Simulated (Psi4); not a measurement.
# GaH2Cl (SMILES [H][Ga]([H])[Cl]) at OMP2/def2-SV(P)

Aim: the energy change on altering one bond length of GaH2Cl at OMP2/def2-SV(P), from 2 runs. 

The results are computed with Psi4 1.11.

1 further run of the same task is left out (it didn't finish).

**1. The structure to begin with**

The species is GaH2Cl (4 atoms), meant as a singlet with charge 0. As SMILES, `[H][Ga]([H])[Cl]`. Geometry: a GFN2-xTB relaxation, a rough one for these elements and not checked as a minimum.

Bond lengths: Ga1–Cl4 2.069 Å, Ga1–H2 1.564 Å, Ga1–H3 1.564 Å. Angles: H2–Ga1–Cl4 121.1°, H3–Ga1–Cl4 121.1°, H2–Ga1–H3 117.7°.

**2. Energy and forces at OMP2/def2-SV(P)**

The input, calc.dat:

```
memory 1.6 GB

molecule system {
  Ga
  H 1 1.564225
  H 1 1.564233 2 117.71545
  Cl 1 2.068606 2 121.14169 3 -179.97609
  units angstrom
  no_reorient
  no_com
}

set basis def2-SV(P)
set mp2_type conv
set scf_type pk

result, w = gradient("omp2", return_wfn=True)
```

The run is started by

```bash
$ psi4 -i calc.dat -o calc.out -n 1
```

calc.out:

```text
[...]
  Running in c1 symmetry.
[...]
  Nuclear repulsion =  161.654834559986483
[...]
  Multiplicity = 1
[...]
  Nalpha       = 25
  Nbeta        = 25
[...]
    Number of basis functions: 54
[...]
   @RHF iter   1: -2382.16002167615397   -2.84751e+00   4.10820e-02 ADIIS/DIIS
[...]
   @RHF iter  13: -2383.55624435122536   -4.54747e-13   8.12969e-11 DIIS
[...]
    Orbital Energies [Eh]
    ---------------------
    Doubly Occupied:
       1A   -378.815388     2A   -104.781187     3A    -48.186357
       4A    -42.528270     5A    -42.524934     6A    -42.524599
       7A    -10.546031     8A     -8.020461     9A     -8.018187
      10A     -8.017848    11A     -6.428303    12A     -4.526671
      13A     -4.522022    14A     -4.519025    15A     -1.243313
      16A     -1.235713    17A     -1.231210    18A     -1.231173
      19A     -1.230729    20A     -1.071209    21A     -0.612005
      22A     -0.488826    23A     -0.488206    24A     -0.469397
      25A     -0.419089
[...]
  @RHF Final Energy: -2383.55624435122536
   => Energetics <=
    Nuclear Repulsion Energy =            161.6548345599864831
    One-Electron Energy =               -3643.0618456035008421
    Two-Electron Energy =                1097.8507666922894259
    Total Energy =                      -2383.5562443512253594
[...]
 Multipole Moments:
 ------------------------------------------------------------------------------------
     Multipole            Electronic (a.u.)      Nuclear  (a.u.)        Total (a.u.)
 ------------------------------------------------------------------------------------
 L = 1.  Multiply by 2.5417464519 to convert [e a0] to [Debye]
 Dipole X            :          0.0011912           -0.0006859            0.0005053
 Dipole Y            :          0.6600773           -0.2718562            0.3882211
 Dipole Z            :          0.3988209           -0.1642530            0.2345680
 Magnitude           :                                                    0.4535835
[...]
	SCS-MP2 Total Energy (a.u.)        : -2383.91359625894074
	SOS-MP2 Total Energy (a.u.)        : -2383.90204396995023
[...]
	MP2 Total Energy (a.u.)            : -2383.94275646979759
[...]
	SCS-OMP2 Total Energy (a.u.)       : -2383.91810178667174
	SOS-OMP2 Total Energy (a.u.)       : -2383.87838712413168
[...]
	OMP2 Total Energy (a.u.)           : -2383.94275646146525
[...]
```

It took 14 s on 1 thread of AMD EPYC 7R43 (Zen 3), shared host; peak memory 0.29 GiB.

**3. The distorted shape, same level**

The input, input.dat:

```
memory 1600 MB

molecule molecule1 {
  0 1
  Ga    -0.048404    -0.080855     0.000253
  H      1.515756    -0.074335     0.012973
  H     -0.781534     1.300805    -0.018717
  Cl    -1.004640    -1.678190     0.008110
  no_reorient
  no_com
}

set {
  basis def2-SV(P)
  mp2_type conv
  scf_type pk
}

result = gradient("omp2")
```

The run is started by

```bash
$ psi4 -i input.dat -o output.dat -n 1
```

output.dat:

```text
[...]
  Running in c1 symmetry.
[...]
  Nuclear repulsion =  176.991321104933604
[...]
  Multiplicity = 1
[...]
  Nalpha       = 25
  Nbeta        = 25
[...]
    Number of basis functions: 54
[...]
   @RHF iter   1: -2382.09319746679421   -2.31098e+00   4.15050e-02 ADIIS/DIIS
[...]
   @RHF iter  13: -2383.51749459435086    5.00222e-12   8.53236e-11 DIIS
[...]
    Orbital Energies [Eh]
    ---------------------
    Doubly Occupied:
       1A   -378.804017     2A   -104.790967     3A    -48.177311
       4A    -42.519012     5A    -42.515435     6A    -42.515380
       7A    -10.562752     8A     -8.037647     9A     -8.034193
      10A     -8.033723    11A     -6.421968    12A     -4.519032
      13A     -4.518391    14A     -4.511554    15A     -1.256864
      16A     -1.231457    17A     -1.226867    18A     -1.224945
      19A     -1.223321    20A     -1.096143    21A     -0.624318
      22A     -0.514594    23A     -0.497400    24A     -0.494477
      25A     -0.408110
[...]
  @RHF Final Energy: -2383.51749459435086
   => Energetics <=
    Nuclear Repulsion Energy =            176.9913211049336041
    One-Electron Energy =               -3673.4978718277084226
    Two-Electron Energy =                1112.9890561284237265
    Total Energy =                      -2383.5174945943508646
[...]
 Multipole Moments:
 ------------------------------------------------------------------------------------
     Multipole            Electronic (a.u.)      Nuclear  (a.u.)        Total (a.u.)
 ------------------------------------------------------------------------------------
 L = 1.  Multiply by 2.5417464519 to convert [e a0] to [Debye]
 Dipole X            :         33.7518029          -33.7225066            0.0292963
 Dipole Y            :         56.3802902          -56.3313469            0.0489434
 Dipole Z            :         -0.2650995            0.2645031           -0.0005964
 Magnitude           :                                                    0.0570446
[...]
	SCS-MP2 Total Energy (a.u.)        : -2383.87782859102163
	SOS-MP2 Total Energy (a.u.)        : -2383.86574415918540
[...]
	MP2 Total Energy (a.u.)            : -2383.90797786884696
[...]
	SCS-OMP2 Total Energy (a.u.)       : -2383.88220351303517
	SOS-OMP2 Total Energy (a.u.)       : -2383.84176104481048
[...]
	OMP2 Total Energy (a.u.)           : -2383.90797786839630
[...]
```

Wall time 14 s (1 thread of AMD EPYC 7R43 (Zen 3), shared host); peak memory 0.3 GiB.

**4. Results**

At OMP2/def2-SV(P):

| quantity | value |
| --- | --- |
| first shape: total energy | -2383.94276 Eh |
| first shape: HOMO energy (Hartree–Fock orbitals) | -11.40 eV |
| first shape: LUMO energy (Hartree–Fock orbitals) | 1.21 eV |
| first shape: HOMO–LUMO gap (Hartree–Fock orbitals) | 12.61 eV |
| first shape: correlation energy | -386.5 mEh |
| first shape: largest force on an atom | 1.680 eV/Å |
| distorted shape: total energy | -2383.90798 Eh |
| distorted shape: HOMO energy (Hartree–Fock orbitals) | -11.11 eV |
| distorted shape: LUMO energy (Hartree–Fock orbitals) | 1.57 eV |
| distorted shape: HOMO–LUMO gap (Hartree–Fock orbitals) | 12.68 eV |
| distorted shape: correlation energy | -390.5 mEh |
| distorted shape: largest force on an atom | 8.892 eV/Å |
| energy change with the Ga1–Cl4 bond shortened from 2.069 to 1.862 Å | 0.946 eV |

With the Ga1–Cl4 bond shortened from 2.069 to 1.862 Å the energy rises by 0.95 eV (91.3 kJ/mol). The first shape isn't relaxed at this level, so the change isn't measured from a minimum. The largest force (first shape) is 1.68 eV/Å: the shape isn't a stationary point for this species at this level.
